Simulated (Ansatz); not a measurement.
# BH6NO2: the cost of one run

Program: Ansatz 0.2.0. Level of theory: RKS B3LYP/def2-SVP. These are calculated values, not measurements.

## Step 1: The structure to begin with

Bond lengths: B1–O3 1.410 Å, O3–H4 1.010 Å, B1–O5 1.410 Å, O5–H6 1.010 Å, B1–N7 1.850 Å, N7–H8 1.060 Å, N7–H9 1.060 Å. Angles: B1–O3–H4 109.5°, O3–B1–O5 120.0°, O3–B1–N7 96.8°, O5–B1–N7 101.3°, B1–O5–H6 109.5°, B1–N7–H8 120.0°, B1–N7–H9 120.0°, H8–N7–H9 120.0°.

As a file:

```xyz
10

B     0.0000    0.0000    0.0000
H     0.0000    0.0000    1.5400
O     1.2211    0.0000   -0.7050
H     1.5209   -0.9519   -0.8599
O    -1.2211    0.0000   -0.7050
H    -1.7308   -0.8467   -0.4965
N     0.0829    1.7537    0.5833
H     0.4765    1.9752    1.5423
H    -0.2631    2.5370   -0.0414
H     0.0424    0.8968    1.5631
```

## Step 2: A restrained relaxation towards end A

Springs on the bonds that form and break draw the guess towards this end; the thresholds are loose.

Input file input.yaml:

```yaml
crystal:
  periodic: [false, false, false]
  atoms:
    - { symbol: B, position_ang: [0.0, 0.0, 0.0] }
    - { symbol: H, position_ang: [0.0, 0.0, 1.54] }
    - { symbol: O, position_ang: [1.2211, 0.0, -0.705] }
    - { symbol: H, position_ang: [1.5209, -0.9519, -0.8599] }
    - { symbol: O, position_ang: [-1.2211, 0.0, -0.705] }
    - { symbol: H, position_ang: [-1.7308, -0.8467, -0.4965] }
    - { symbol: "N", position_ang: [0.0829, 1.7537, 0.5833] }
    - { symbol: H, position_ang: [0.4765, 1.9752, 1.5423] }
    - { symbol: H, position_ang: [-0.2631, 2.537, -0.0414] }
    - { symbol: H, position_ang: [0.0424, 0.8968, 1.5631] }
basis:
  gaussian: { orbitals: def2-SVP }
hamiltonian:
  xc: b3lyp
relax:
  f_tol: 0.15
  max_steps: 25
  restrain:
    - { distance: [0, 6], at: 2.75, k: 30.0 }
    - { distance: [9, 1], at: 1.86, k: 30.0 }
    - { distance: [0, 1], at: 1.19, k: 30.0 }
    - { distance: [9, 6], at: 1.06, k: 30.0 }
```

Run with:

```bash
> ansatz run input.yaml --threads 2 --pin off --max-ram 3072MiB --backend cpu --events-out ev --progress --plain --runs-dir out
```

Q: Estimate wall time and peak memory on 2 threads of Arm Neoverse V1, shared host.

About 27 s, with a peak of 0.16 GiB.
